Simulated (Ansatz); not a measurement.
# Ni: strong compression

An exercise on one series of results from a longer session: the logs are not shown, and one member is left open.

Computed with Ansatz 0.2.0 (DFT, PBE, PAW with Ansatz's default frozen-core files, scalar-relativistic, unless a step's input says otherwise).

## The starting structure

Symmetry: Fm-3m, No. 225, cubic system. The conventional cell has a = 3.519 Å, b = 3.519 Å, c = 3.519 Å, α = 90.00°, β = 90.00°, γ = 90.00°. Ni (site symmetry m-3m) is surrounded by 12 Ni at 2.49 Å.

Structure file:

```
CELL_PARAMETERS angstrom
0.00000 1.75970 1.75970
1.75970 0.00000 1.75970
1.75970 1.75970 0.00000
ATOMIC_POSITIONS crystal
Ni 0.00000 0.00000 0.00000
```

Whether this phase is the stable one at these pressures isn't tested.

Set-up of the first run:

input.yaml

```yaml
crystal:
  lattice:
    - [0.0, 1.7597012234, 1.7597012234]
    - [1.7597012234, 0.0, 1.7597012234]
    - [1.7597012234, 1.7597012234, 0.0]
  atoms:
    - { symbol: Ni, position: [0.0, 0.0, 0.0] }
kpoints:
  mp_grid: { grid: [21, 21, 21] }
scf:
  occupations: { method: fermi_dirac, width: 0.05 }
hamiltonian:
  xc: pbe
  pseudopotentials: { kind: paw }
output:
  forces: true
  stress: true
relax:
  f_tol: 0.005
  max_steps: 40
  cell: {}
```

Command:

```
> ansatz run input.yaml --threads 1 --pin off --max-ram 2048MiB --backend cpu --events-out ev --progress --plain --runs-dir out
```

Steps of the session up to this table: Cell relaxed at zero pressure, PAW; Volume scaled by 1, PAW; Volume scaled by 0.92, PAW; Volume scaled by 0.84, PAW; Volume scaled by 0.76, PAW; Volume scaled by 0.68, PAW; Volume scaled by 0.6, PAW; Volume scaled by 0.52, PAW; Volume scaled by 0.45, PAW; Volume scaled by 0.45, PAW (cutoff 250 eV).

One of the session's tables, all rows but one given; the rest of the session is left out.

```
             method  volume over the first  volume (Å³/atom)  pressure (GPa)
                PAW                      1            10.831            0.01
                PAW                   0.92             9.965           20.71
                PAW                   0.84             9.098           53.92
                PAW                   0.76             8.232          107.80
                PAW                   0.68             7.365          197.11
                PAW                    0.6                 ?               ?
                PAW                   0.52             5.632          624.06
                PAW                   0.45             4.874         1058.43
PAW (cutoff 250 eV)                   0.45             4.874         1098.71
```

Q: Estimate the row for PAW, 0.6 from the others.

As computed: volume (Å³/atom): 6.499; pressure (GPa): 350.03. In the column «volume (Å³/atom)» it lies between PAW, 0.52 (5.632) and PAW, 0.68 (7.365).

Limits of these values: Spin polarisation is left out here, though a magnetic state may lie well lower. Real Ni is ferromagnetic; without spin these runs don't describe its ground state. Warnings in the runs' records: cutoff below recommended.
